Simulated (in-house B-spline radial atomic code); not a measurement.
# Pt⁷⁺: ionisation energy by several methods

Aim: the ionisation energy of Pt⁷⁺ by several methods, each as the difference of two self-consistent energies (Pt⁷⁺ and the next ion, [Xe] 4f14 5d2).

Method: scalar-relativistic (X2C), several functionals, spin-polarised; spherical all-electron atom at the radial basis limit. Code: in-house B-spline radial atomic code version 1.

## Step 1: The system

- element: platinum (Z = 78)
- charge: +7
- electrons: 71
- configuration: [Xe] 4f14 5d3
- nucleus: Fermi, rms radius 5.427 fm

The outer shells:

[Xe] 4f14 5d3
```
[Xe] core
4f [↑↓][↑↓][↑↓][↑↓][↑↓][↑↓][↑↓]
5d [↑ ][↑ ][↑ ][  ][  ]
```

Where spins are not typed, each open shell is filled with up spins first.

## Step 2: PBE, a GGA

Settings, as recorded:

```ini
Z = 78
electrons = 71.0
configuration = [Xe] 4f14 5d3
hamiltonian = x2c
method = pbe,pbe
spin_polarised = True
nucleus = fermi
rms_radius = 5.427
mass_number = 195
atomic_mass = 194.964794325
speed_of_light = 137.035999084
```

## Step 3: OLYP, a GGA

Settings: those of step 2 with these lines changed.

```diff
@@ -4,3 +4,3 @@
 hamiltonian = x2c
-method = pbe,pbe
+method = optx,lyp
 spin_polarised = True
```

## Step 4: revTPSS, a meta-GGA

Settings: those of step 3 with these lines changed.

```diff
@@ -4,3 +4,3 @@
 hamiltonian = x2c
-method = optx,lyp
+method = revtpss,revtpss
 spin_polarised = True
```

## Step 5: AM05, a GGA

Settings: those of step 4 with these lines changed.

```diff
@@ -4,3 +4,3 @@
 hamiltonian = x2c
-method = revtpss,revtpss
+method = am05
 spin_polarised = True
```

Before running: The tabulated ionisation energy is 109 ± 2.1 eV (tabulated theoretical; NIST Atomic Spectra Database). What does each method give, and which comes nearest?

As calculated:

| method | rung | total energy (hartree) | ΔSCF (eV) | −ε highest (eV) | ΔSCF less tabulated (eV) |
| --- | --- | --- | --- | --- | --- |
| PBE | GGA | -18403.8326 | 109.28 | 100.97 (5d up) | +0.28 |
| OLYP | GGA | -18410.1697 | 109.67 | 101.33 (5d up) | +0.67 |
| AM05 | GGA | -18393.0738 | 109.31 | 100.98 (5d up) | +0.31 |
| revTPSS | meta-GGA | -18401.4289 | 109.26 | 100.97 (5d up) | +0.26 |

**Reading.** Against the tabulated ionisation energy, 109 ± 2.1 eV (tabulated theoretical; NIST Atomic Spectra Database), the best here is revTPSS (+0.26 eV) and the worst OLYP (+0.67 eV, or 0.61 %). The table's own uncertainty is as large as these misses, so the order means little. Relativistic terms that these runs lack can be as large as the gaps between close methods, so the nearest may be so by luck. PBE is off by +0.28 eV. Spin-orbit coupling is left out. Open shells are averaged (over orientations, and over spins where the run is restricted), while tables refer to the lowest levels. For the semilocal functionals minus the highest level recovers only 92 % of their own ΔSCF value, a mark of self-interaction.
